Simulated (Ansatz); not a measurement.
This script for the Python package of Ansatz (0.2.0) starts 2 runs on BCl2HSe, SMILES ClB(Cl)[SeH]. What input does the engine get in each?

The script, `ip.py`:
```python
import ansatz as az

BASIS_SET = "6-31G*"
FUNCTIONAL = "cam_b3lyp"


def energy_of(molecule, charge=0, unpaired=0):
    calc = (
        molecule.calculation()
        .basis(gaussian=BASIS_SET)
        .functional(FUNCTIONAL)
    )
    if charge:
        calc = calc.charge(charge)
    if unpaired:
        calc = calc.spin("collinear", total=unpaired)
    report = calc.run().report
    if report["published_state_doubts"]:
        print("  doubts:", report["published_state_doubts"])
    return report["free_energy_ev"]

GEOMETRY = """
Cl    0.17260   -0.24300    2.11330
B     0.12840   -0.44830    0.27460
Cl    1.44120   -1.42850   -0.52950
Se   -1.23300    0.39590   -0.86150
H    -0.45940    1.65030   -1.03830
"""


def main() -> None:
    geometry = az.Crystal.molecule()
    for line in GEOMETRY.strip().splitlines():
        symbol, *xyz = line.split()
        geometry = geometry.atom(symbol, [float(v) for v in xyz])

    parent = energy_of(geometry, 0, 0)
    cation = energy_of(geometry, 1, 1)
    print(f"E(N)   = {parent:.5f} eV")
    print(f"E(N-1) = {cation:.5f} eV  (1 unpaired)")
    print(f"vertical ionisation energy {cation - parent:.3f} eV")


if __name__ == "__main__":
    main()
```

Run 1:
```yaml
crystal:
  periodic: [false, false, false]
  atoms:
    - { symbol: Cl, position_ang: [0.1726, -0.243, 2.1133] }
    - { symbol: B, position_ang: [0.1284, -0.4483, 0.2746] }
    - { symbol: Cl, position_ang: [1.4412, -1.4285, -0.5295] }
    - { symbol: Se, position_ang: [-1.233, 0.3959, -0.8615] }
    - { symbol: H, position_ang: [-0.4594, 1.6503, -1.0383] }
basis:
  gaussian:
    orbitals: "6-31G*"
hamiltonian:
  xc: cam_b3lyp
```

Run 2, against run 1:
```diff
+magnetization:
+  spin_polarized: true
+  initial_magnetization: 1.0
+total_charge: 1.0
```

```console
$ python ip.py
E(N)   = -91084.20968 eV
E(N-1) = -91074.58766 eV  (1 unpaired)
vertical ionisation energy 9.622 eV
```

At this unrelaxed geometry removing an electron costs 9.62 eV.

Total energies depend on the basis set; only differences at equal settings carry meaning. The geometry is a force-field or estimated start, not a minimum of this method, and the basis set is short of its limit. All parts are taken at fixed geometry, without zero-point energy. At an unrelaxed start these energies can be a whole eV from those at the minimum, and a small affinity can change sign. The whole script took 12 s on 1 thread of Arm Neoverse V1, on a shared host, peak memory 0.36 GiB.
